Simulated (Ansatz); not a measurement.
## Ta3Cu in Ansatz: the effect of target pressure

Ta3Cu:

```xyz
4
Lattice="-2.0065 2.0065 4.2082 2.0065 -2.0065 4.2082 2.0065 2.0065 -4.2082" Properties=species:S:1:pos:R:3 pbc="T T T"
Ta    0.0000    0.0000    4.2082
Ta    2.0065    0.0000    2.1041
Ta    0.0000    2.0065    2.1041
Cu    0.0000    0.0000    0.0000
```

The cell comes from a database or a generator and needn't be the stable form of this composition.

Alike in all runs:

- Program: Ansatz 0.2.0
- Task: relaxation of cell and atoms
- Functional: r2SCAN
- Potentials or basis: Ansatz PAW
- Cutoff: 500 eV (not typed: the program's choice for these potentials)
- k mesh: 9 × 9 × 9
- Occupations: fermi-dirac, width 0.05 eV
- Spin: no spin polarisation

Each run relaxes the cell or the atoms first.

```csv
target pressure,relaxed volume (Å³/atom)
0 GPa,16.69
2 GPa,16.52
5 GPa,16.28
10 GPa,?
20 GPa,15.28
30 GPa,14.75
```

Q: What does the run with target pressure 10 GPa give?

A: Relaxed volume 15.92 Å³/atom.

Worked out: In Murnaghan's law V^(-B') rises as a straight line in P. The other rows fit best with B' = 3.7, V0 = 16.69 Å³/atom and B0 = 191 GPa, which gives 15.91 Å³/atom at 10 GPa, against the run's 15.92.

Caveats: the plane-wave basis is chosen anew once the cell has moved, so the energies of steps on either side of that aren't comparable; the PAW data sets come from PBE, with cores solved anew for the run's functional, which leaves a small shift of forces and pressure.
